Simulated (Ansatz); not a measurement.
AlFH₃PSi, SMILES [F][Al]1[SiH2][PH]1, a ladder of methods at one geometry

With the Ansatz DFT code, driven from Python.

The cells in order, each with its output:

In [1]:
```python
from dataclasses import dataclass

import ansatz as az
```

In [2]:
```python
@dataclass(frozen=True)
class Settings:
    basis_set: str = "def2-SVP"
```

In [3]:
```python
cfg = Settings()
```

In [4]:
```python
GEOMETRY = """
F    -0.53080   -3.05520    0.93830
Al   -0.30330   -1.38470    0.20930
Si    0.40240    0.85500    0.45880
P    -1.01990    0.46870   -1.03990
H     1.72070    1.22900   -0.15210
H    -0.10320    1.58730    1.63630
H    -0.10470    0.23190   -2.09630
"""
```

In [5]:
```python
mol = az.Crystal.molecule()
for line in GEOMETRY.strip().splitlines():
    symbol, *xyz = line.split()
    mol = mol.atom(symbol, [float(v) for v in xyz])

calc = mol.calculation().basis(gaussian=cfg.basis_set)
```

In [6]:
```python
methods = ["mp2", "ccsd", "ccsd_t"]
batch = az.Session.batch([calc.correlation(m).input() for m in methods])
reports = sorted(batch.plan().execute().molecular_reports, key=lambda each: each["member"])
print(f"Hartree-Fock reference {reports[0]['reference_energy_ev'] / 27.211386246:.6f} Ha")
best = reports[-1]["free_energy_ev"] - reports[-1]["reference_energy_ev"]
for method, each in zip(methods, reports):
    gained = each["free_energy_ev"] - each["reference_energy_ev"]
    print(f"{method:8s} total {each['free_energy_ev'] / 27.211386246:.6f} Ha  correlation {gained:9.4f} eV  ({100 * gained / best:.1f} % of the last)")
```
```text
Hartree-Fock reference -972.417394 Ha
mp2      total -972.876987 Ha  correlation  -12.5062 eV  (89.3 % of the last)
ccsd     total -972.917571 Ha  correlation  -13.6105 eV  (97.2 % of the last)
ccsd_t   total -972.932166 Ha  correlation  -14.0076 eV  (100.0 % of the last)
```

Reading the output:
- Total energies depend on the basis set; only differences at equal settings carry meaning.
- The geometry is a force-field or estimated start, not a minimum of this method, and the basis set is short of its limit. A lower total doesn't mark the better method: functionals have no common bound, and MP2 and coupled cluster aren't variational.
- Inner cores stay frozen, so this is valence correlation.

(Lines on the test bed's own set-up are left out of the output.)
